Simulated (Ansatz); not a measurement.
**CH₆N₂O₂W: from a rough start to a minimum**

What shape does CH₆N₂O₂W take? The plan is to relax it, check the end point by its vibrations and derive ideal-gas thermochemistry.

Computed with Ansatz 0.2.0, Gaussian basis. Level: RKS PBE0-D4/def2-TZVP.

Plan: relaxation at PBE0-D4/def2-TZVP; harmonic vibrations at the same level.

1 further run of the same task is left out (set aside as unsound or not needed).

### Step 1. Starting geometry

SMILES `C[O][W](=[NH])(=[NH])[OH]`, 12 atoms, charge 0, spin multiplicity 1.

Atoms are counted from 1 here; the program's logs count them from 0.

Bond lengths: C1–O2 1.396 Å, C1–H7 1.102 Å, C1–H8 1.102 Å, C1–H9 1.099 Å, O2–W3 1.877 Å, W3–N4 1.792 Å, W3–N5 1.792 Å, W3–O6 1.906 Å, N4–H10 1.021 Å, N5–H11 1.021 Å, O6–H12 0.963 Å. Angles: O2–C1–H7 110.0°, O2–C1–H8 110.1°, O2–C1–H9 110.0°, H7–C1–H8 109.1°, H7–C1–H9 108.8°, H8–C1–H9 108.8°, C1–O2–W3 153.9°, O2–W3–N4 108.7°, O2–W3–N5 108.8°, O2–W3–O6 107.8°, N4–W3–N5 109.4°, N4–W3–O6 111.0°, N5–W3–O6 111.1°, W3–N4–H10 167.3°, W3–N5–H11 167.9°, W3–O6–H12 159.1°.

The start is a GFN2-xTB geometry. W takes the def2 core potential; no spin-orbit term is included.

### Step 2. Relaxation at PBE0-D4/def2-TZVP

The input, in.yaml:

```yaml
crystal:
  periodic: [false, false, false]
  atoms:
    - {symbol: C, position_ang: [-0.065100, -1.734880, 1.482180]}
    - {symbol: O, position_ang: [-0.138280, -0.458210, 0.922990]}
    - {symbol: W, position_ang: [-0.011230, 0.772960, -0.487470]}
    - {symbol: N, position_ang: [1.664830, 0.751720, -1.121340]}
    - {symbol: N, position_ang: [-1.144140, 0.281050, -1.785430]}
    - {symbol: O, position_ang: [-0.460290, 2.493110, 0.199640]}
    - {symbol: H, position_ang: [0.932820, -2.167280, 1.304460]}
    - {symbol: H, position_ang: [-0.827740, -2.389610, 1.031280]}
    - {symbol: H, position_ang: [-0.240590, -1.681320, 2.566250]}
    - {symbol: H, position_ang: [2.518450, 0.689810, -1.678690]}
    - {symbol: H, position_ang: [-1.612650, -0.000990, -2.647800]}
    - {symbol: H, position_ang: [-0.616080, 3.443620, 0.213930]}
basis:
  gaussian: {orbitals: def2-TZVP}
hamiltonian: {xc: pbe0, dispersion: d4}
relax: {f_tol: 0.005, max_steps: 150}
```

The run is started by

```bash
ansatz run in.yaml --threads 2 --pin off --events-out ev --progress --plain --max-ram 22528MiB --backend cuda --devices 0, --max-vram 18GiB
```

Further steps of the session: Force constants and modes.

Q: Predict the results of all the runs planned. Wanted: point group; shift from the start; total energy; dispersion term; dipole moment; lowest, highest wavenumber; zero-point energy.

**Answer**, as computed:

```
                  quantity            value
               point group               C1
                     steps               36
shift from the start (rms)          0.400 Å
              total energy   -10032.2274 eV
           dispersion term         -243 meV
             dipole moment           1.04 D
lowest, highest wavenumber    48, 3908 cm⁻¹
         zero-point energy    52.2 kcal/mol
       entropy at 298.15 K  400.6 J/(mol K)
```

**Reading.** The atoms moved 0.40 Å (rms) from the start; the bond that changed most is W3–N4, from 1.792 to 1.752 Å. All wavenumbers are real, so the end point is a minimum. The stiffest mode, 3908 cm⁻¹, is an O–H stretch, and 3 modes under 200 cm⁻¹ make the vibrational entropy uncertain. Harmonic hybrid wavenumbers usually lie a few per cent above measured fundamentals. The largest Mulliken charge, +1.31 e, sits on W3.
